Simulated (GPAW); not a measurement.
**NbSi in GPAW: the effect of functional**

NbSi:

```
Nb Si
1.0
     0.00000    2.57383    2.57383
     2.57383    0.00000    2.57383
     2.57383    2.57383    0.00000
Nb Si
1 1
Direct
  0.00000 0.00000 0.00000
  0.50000 0.50000 0.50000
```

The cell was built by a generator and needn't be a form met in nature.

Alike in all runs:

```yaml
Program: GPAW 26.7.0
Task: relaxation of cell and atoms
Cutoff: 600 eV
Basis: pw
k_mesh: 8 × 8 × 8
Occupations: fermi-dirac, width 0.05 eV
Spin: no spin polarisation
```

Each run relaxes the cell or the atoms first.

```csv
functional,potentials or basis,relaxed volume (Å³/atom)
LDA,the program's PAW data sets (release 1.2.1) made for this functional,16.24
BLYP,PAW data sets generated in the run's folder for this functional,17.79
revPBE,the program's PAW data sets (release 1.2.1) made for this functional,17.25
AM05,PAW data sets generated in the run's folder for this functional,?
PW91,PAW data sets generated in the run's folder for this functional,17.05
SCAN,GPAW PAW data sets (gpaw-data 1.2.1),16.77
RPBE,the program's PAW data sets (release 1.2.1) made for this functional,17.33
```

What does the run with functional AM05 give?

Relaxed volume 16.45 Å³/atom.

Caveats: later steps reuse the first step's grids; the relaxation stopped at its first step, so nothing moved (some runs); the PAW data sets were made with another functional, which shifts forces and pressure a little (some runs).

Runs at the PBE level aren't shown here.
